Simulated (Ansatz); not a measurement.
# H6N2Si: the cost of one run

The runs use Ansatz 0.2.0, Gaussian basis; PBE0-D4/def2-TZVP structures, single points in def2-TZVPP, no counterpoise correction.

Levels: SPW92, PBE-D4, BLYP-D4, r2SCAN-D4, B97M-V, PBE0-D4, B3LYP-D4, r2SCAN0-D4, BHLYP-D4, CAM-B3LYP-D4, wB97X-V, wB97M-V, B2PLYP, PBE-QIDH, RPA on PBE, Hartree-Fock, MP2, CCSD, CCSD(T).

Correlated methods freeze the cores. B3LYP uses VWN-RPA correlation. B2PLYP carries no dispersion term here.

94 further runs of the same task are left out: 94 set aside as unsound or not needed.

### 1 The starting structure

The complex: 13 atoms, charge 0, spin multiplicity 1.

Atoms are counted from 1 here; the program's logs count them from 0.

Bond lengths: Si1–N2 1.721 Å, Si1–H3 1.485 Å, Si1–H4 1.483 Å, Si1–N5 1.716 Å, N2–H8 1.007 Å, N2–H9 1.007 Å, N5–H10 1.007 Å, N5–H11 1.007 Å, H6–P7 1.419 Å, P7–H12 1.421 Å, P7–H13 1.420 Å. Angles: N2–Si1–H3 105.2°, N2–Si1–H4 105.0°, N2–Si1–N5 121.8°, H3–Si1–H4 114.2°, H3–Si1–N5 105.3°, H4–Si1–N5 105.8°, Si1–N2–H8 120.9°, Si1–N2–H9 120.7°, H8–N2–H9 110.9°, Si1–N5–H10 121.6°, Si1–N5–H11 121.5°, H10–N5–H11 111.4°, H6–P7–H12 93.7°, H6–P7–H13 93.3°, H12–P7–H13 93.2°.

Coordinates:

```csv
atom,x (Å),y (Å),z (Å)
Si1,0.1285,0.4584,0.9426
N2,0.9882,-0.9363,0.4158
H3,-1.2389,0.3067,0.3842
H4,0.8858,1.6078,0.3897
N5,-0.0980,0.8043,2.6082
H6,0.1282,-0.3815,-2.2347
P7,-0.8100,0.3566,-3.0022
H8,0.5877,-1.8560,0.5086
H9,1.9930,-0.9743,0.4763
H10,0.6506,1.1617,3.1786
H11,-0.7752,0.3063,3.1619
H12,-0.5459,-0.3704,-4.1937
H13,-1.8938,-0.4834,-2.6353
```

Its parts: SiN2H6 holds atoms 1, 2, 3, 4, 5, 8, 9, 10, 11; PH3 holds atoms 6, 7, 12, 13. Each part counts its atoms afresh in its own runs.

### 2 Relaxing SiN2H6 alone

The input, relax-a/in.yaml:

```yaml
crystal:
  periodic: [false, false, false]
  atoms:
    - {symbol: Si, position_ang: [0.128510, 0.458446, 0.942595]}
    - {symbol: N, position_ang: [0.988179, -0.936300, 0.415759]}
    - {symbol: H, position_ang: [-1.238857, 0.306723, 0.384247]}
    - {symbol: H, position_ang: [0.885780, 1.607838, 0.389713]}
    - {symbol: N, position_ang: [-0.097966, 0.804344, 2.608198]}
    - {symbol: H, position_ang: [0.587655, -1.856014, 0.508565]}
    - {symbol: H, position_ang: [1.992983, -0.974268, 0.476305]}
    - {symbol: H, position_ang: [0.650588, 1.161734, 3.178574]}
    - {symbol: H, position_ang: [-0.775197, 0.306298, 3.161873]}
basis:
  gaussian: {orbitals: def2-TZVP}
hamiltonian: {xc: pbe0, dispersion: d4}
relax: {f_tol: 0.005, max_steps: 200}
```

Run with:

```
$ ansatz run in.yaml --threads 8 --pin off --events-out ev --progress --plain --max-ram 19148MiB
```

**Question.** How long does this run take on 8 threads of Arm Neoverse V2, shared host?

About 3.2 s.
